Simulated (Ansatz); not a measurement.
# NaCrF3: the cost of one run

Method: reference: DFT PBE+U, plane waves, PAW, scalar-relativistic, collinear spin, in Ansatz 0.2.0.

## 1. The structure to begin with

The structure is cubic, space group Pm-3m (No. 221). Conventional cell: a = 4.276 Å, b = 4.276 Å, c = 4.276 Å, α = 90.00°, β = 90.00°, γ = 90.00°. Cr (site symmetry m-3m) is surrounded by 6 F at 2.14 Å. F (site symmetry 4/mmm) has 2 Cr at 2.14 Å and 4 Na at 3.02 Å as nearest neighbours. Na (site symmetry m-3m) is surrounded by 12 F at 3.02 Å.

As a file:

```cif
data_structure
_symmetry_space_group_name_H-M 'Pm-3m'
_symmetry_Int_Tables_number 221
_cell_length_a 4.2760
_cell_length_b 4.2760
_cell_length_c 4.2760
_cell_angle_alpha 90.000
_cell_angle_beta 90.000
_cell_angle_gamma 90.000
_cell_volume 78.18
loop_
_atom_site_label
_atom_site_type_symbol
_atom_site_symmetry_multiplicity
_atom_site_Wyckoff_symbol
_atom_site_fract_x
_atom_site_fract_y
_atom_site_fract_z
_atom_site_occupancy
Cr1 Cr 1 a 0.00000 0.00000 0.00000 1
F1 F 3 d 0.50000 0.00000 0.00000 1
Na1 Na 1 b 0.50000 0.50000 0.50000 1
```

## 2. Baseline

The input, input.yaml:

```yaml
crystal:
  lattice:
    - [4.27598687, 0.0, 0.0]
    - [0.0, 4.27598687, 0.0]
    - [0.0, 0.0, 4.27598687]
  atoms:
    - { symbol: Cr, position: [0.0, 0.0, 0.0], spin: 3.3 }
    - { symbol: F, position: [0.5, 0.0, 0.0] }
    - { symbol: F, position: [0.0, 0.5, 0.0] }
    - { symbol: F, position: [0.0, 0.0, 0.5] }
    - { symbol: Na, position: [0.5, 0.5, 0.5] }
kpoints:
  mp_grid: { grid: [4, 4, 4], shift: [0, 0, 0] }
magnetization:
  spin_polarized: true
scf:
  occupations: { method: fermi_dirac }
hamiltonian:
  pseudopotentials: { kind: paw }
  xc: pbe
  hubbard:
    projectors: all-electron-ortho-atomic
    sites: [{ species: Cr, l: d, u_eff: 3.16 }]
basis:
  ecutwfc: 420
output:
  forces: true
  stress: true
  eigenvalues: true
  write_density: true
  write_potential: true
  elf: true
  volumetric_format: npy
```

Command:

```bash
ansatz run input.yaml --threads 1 --pin off --max-ram 2560MiB --backend cpu --events-out ev --progress --plain --runs-dir out
```

What time and memory should one allow on 1 thread of an x86-64 CPU, shared host?

About 68 s, with a peak of 0.66 GiB.
